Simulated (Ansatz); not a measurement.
# C4H3ClSe: the cost of one run

Program: Ansatz 0.2.0, Gaussian basis. Level of theory: the settings change from run to run. These are calculated values, not measurements.

## Step 1: The relaxed structure

An earlier PBE0-D4 in a triple-zeta def2 set relaxation fixed the geometry.

SMILES `Clc1ccc[se]1`, 9 atoms, charge 0, spin multiplicity 1.

Atoms are counted from 1 here; the program's logs count them from 0.

Bond lengths: Cl1–C2 1.704 Å, C2–C3 1.357 Å, C2–Se6 1.862 Å, C3–C4 1.422 Å, C3–H7 1.082 Å, C4–C5 1.356 Å, C4–H8 1.083 Å, C5–Se6 1.854 Å, C5–H9 1.079 Å. Angles: Cl1–C2–C3 126.4°, Cl1–C2–Se6 121.5°, C3–C2–Se6 112.1°, C2–C3–C4 114.0°, C2–C3–H7 122.3°, C4–C3–H7 123.8°, C3–C4–C5 115.3°, C3–C4–H8 122.3°, C5–C4–H8 122.4°, C4–C5–Se6 111.7°, C4–C5–H9 127.7°, Se6–C5–H9 120.6°, C2–Se6–C5 86.9°.

## Step 2: B97/aug-pcseg-2

Options: relativity set to scalar.

Contents of in.yaml:

```yaml
crystal:
  periodic: [false, false, false]
  atoms:
    - {symbol: Cl, position_ang: [2.122086, -0.006502, -2.141142]}
    - {symbol: C, position_ang: [0.886539, 0.134378, -0.975520]}
    - {symbol: C, position_ang: [0.539489, -0.798033, -0.053316]}
    - {symbol: C, position_ang: [-0.533712, -0.403337, 0.792476]}
    - {symbol: C, position_ang: [-1.039970, 0.831130, 0.549979]}
    - {symbol: Se, position_ang: [-0.161805, 1.667679, -0.851637]}
    - {symbol: H, position_ang: [1.043343, -1.752771, 0.020431]}
    - {symbol: H, position_ang: [-0.919164, -1.044720, 1.575482]}
    - {symbol: H, position_ang: [-1.848305, 1.325974, 1.066147]}
basis:
  gaussian: {orbitals: aug-pcseg-2}
hamiltonian: {xc: {name: B97}, pseudopotentials: {relativity: scalar}}
output: {forces: true}
```

Started as:

```console
ansatz run in.yaml --threads 4 --pin off --events-out ev --progress --plain --max-ram 10444MiB
```

What time and memory should one allow on 4 threads of Intel Xeon 6975P-C, shared host?

About 12 s, with a peak of 1.8 GiB.
